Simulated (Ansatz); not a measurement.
# MnFe2F2: a trial structure relaxed

Aim: relax MnFe2F2 from this start, ThCr2Si2 type (I4/mmm, No. 139), and see where it ends.

Program: Ansatz 0.2.0. Level of theory: DFT PBE, scalar-relativistic, plane waves, PAW. These are calculated values, not measurements.

## 1. The system as given

Symmetry: I4/mmm, No. 139, tetragonal system. The conventional cell has a = 3.472 Å, b = 3.472 Å, c = 9.109 Å, α = 90.00°, β = 90.00°, γ = 90.00°. Mn (site symmetry 4/mmm) has 8 F at 2.71 Å and 8 Fe at 2.86 Å as nearest neighbours. Around Fe (site symmetry -4m2) lie 4 F at 2.07 Å. F (site symmetry 4mm) has 4 Fe at 2.07 Å and 4 Mn at 2.71 Å as nearest neighbours.

As a file:

```cif
data_structure
_symmetry_space_group_name_H-M 'I4/mmm'
_symmetry_Int_Tables_number 139
_cell_length_a 3.4716
_cell_length_b 3.4716
_cell_length_c 9.1086
_cell_angle_alpha 90.000
_cell_angle_beta 90.000
_cell_angle_gamma 90.000
_cell_volume 109.77
loop_
_atom_site_label
_atom_site_type_symbol
_atom_site_symmetry_multiplicity
_atom_site_Wyckoff_symbol
_atom_site_fract_x
_atom_site_fract_y
_atom_site_fract_z
_atom_site_occupancy
Mn1 Mn 2 a 0.00000 0.00000 0.00000 1
Fe1 Fe 4 d 0.50000 0.00000 0.25000 1
F1 F 4 e 0.50000 0.50000 0.12600 1
```

(A quick probe on a coarse mesh, which set the mesh and smearing, is not shown.)

## 3. A loose first relaxation

input.yaml reads:

```yaml
crystal:
  lattice:
    - [-1.7357815884, 1.7357815884, 4.554278425]
    - [1.7357815884, -1.7357815884, 4.554278425]
    - [1.7357815884, 1.7357815884, -4.554278425]
  atoms:
    - { symbol: Mn, position: [0.0, 0.0, 0.0], spin: 4.38 }
    - { symbol: Fe, position: [0.25, 0.75, 0.5], spin: 3.03 }
    - { symbol: Fe, position: [0.75, 0.25, 0.5], spin: 3.03 }
    - { symbol: F, position: [0.626, 0.626, 0.0], spin: 0.15 }
    - { symbol: F, position: [0.374, 0.374, 0.0], spin: 0.15 }
basis:
  ecutwfc: 420
kpoints:
  mp_grid: { grid: [8, 8, 8] }
hamiltonian:
  xc: pbe
scf:
  occupations: { method: gaussian, width: 0.1 }
  lower_state_search: "off"
output:
  forces: true
  stress: true
  eigenvalues: true
  populations: true
magnetization:
  spin_polarized: true
relax:
  adjacent_minimum: "off"
  f_tol: 0.04
  max_steps: 70
  cell: { stress_tol: 0.4 }
```

Launch:

```sh
ansatz run input.yaml --threads 1 --pin off --max-ram 2560MiB --backend cpu --events-out ev --progress --plain --runs-dir out
```

Further runs follow: relaxing cell and atoms.

**Question.** What will these runs give?

**Answer**, as computed:

Formation energies count from the elements, computed with the same settings in runs not shown here.

```
                          quantity                                                                       value
               cell (conventional)  a = 3.626 Å, b = 3.626 Å, c = 10.051 Å, α = 90.00°, β = 90.00°, γ = 90.00°
                       space group                                                            I4/mmm (No. 139)
                            volume                                                               13.21 Å³/atom
                   gap on the mesh                                                                none (metal)
formation energy from the elements                                                              -0.207 eV/atom
                    largest moment                                                                     4.40 μB
```

In words: The space group stayed I4/mmm, and from the first guess the volume went from 10.98 to 13.21 Å³/atom. With -0.21 eV/atom it lies under the elements, which doesn't yet make it stable against other compounds of them.
